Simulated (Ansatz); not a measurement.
The system is Sn3Te.

```
CELL_PARAMETERS angstrom
-2.30090 2.30090 5.51649
2.30090 -2.30090 5.51649
2.30090 2.30090 -5.51649
ATOMIC_POSITIONS crystal
Te 0.00000 0.00000 0.00000
Sn 0.50000 0.50000 0.00000
Sn 0.25000 0.75000 0.50000
Sn 0.75000 0.25000 0.50000
```

The cell comes from a database or a generator and needn't be the stable form of this composition.

| Quantity | Value |
| --- | --- |
| Program | Ansatz 0.2.0 |
| Task | single point |
| Functional | PBEsol |
| Potentials or basis | all-electron LAPW, scalar-relativistic |
| Cutoff | 175 eV (chosen from the basis error) |
| Basis error allowed | 0.001 eV/atom |
| k mesh | 8 × 8 × 8 |
| Occupations | fermi-dirac, width 0.05 eV |
| Spin | no spin polarisation |

On this cell: pressure -3.0 GPa; largest force under 0.003 eV/Å; band gap on the k mesh none (metal or under the smearing width).

The same run follows on a disturbed copy (atoms moved at random, drawn with an rms of 0.05 Å):

```
CELL_PARAMETERS angstrom
-2.30090 2.30090 5.51649
2.30090 -2.30090 5.51649
2.30090 2.30090 -5.51649
ATOMIC_POSITIONS crystal
Te 0.00135 0.98554 0.99037
Sn 0.48831 0.49512 0.98872
Sn 0.25328 0.75731 0.50223
Sn 0.75787 0.24469 0.49057
```

Question: What does the disturbed cell give?

Answer: The energy (extrapolated to zero smearing) moves by +2.8 meV/atom; pressure -2.9 GPa; largest force 0.111 eV/Å; band gap on the k mesh none (metal or under the smearing width).

Forces on the atoms (eV/Å):
```
Te   0.044 -0.070  0.073
Sn  -0.056  0.059  0.076
Sn  -0.064  0.025 -0.078
Sn   0.076 -0.014 -0.071
```

Stress tensor (GPa, compression positive):
```
-2.84 -0.04  0.09
-0.04 -2.86  0.02
 0.09  0.02 -2.97
```
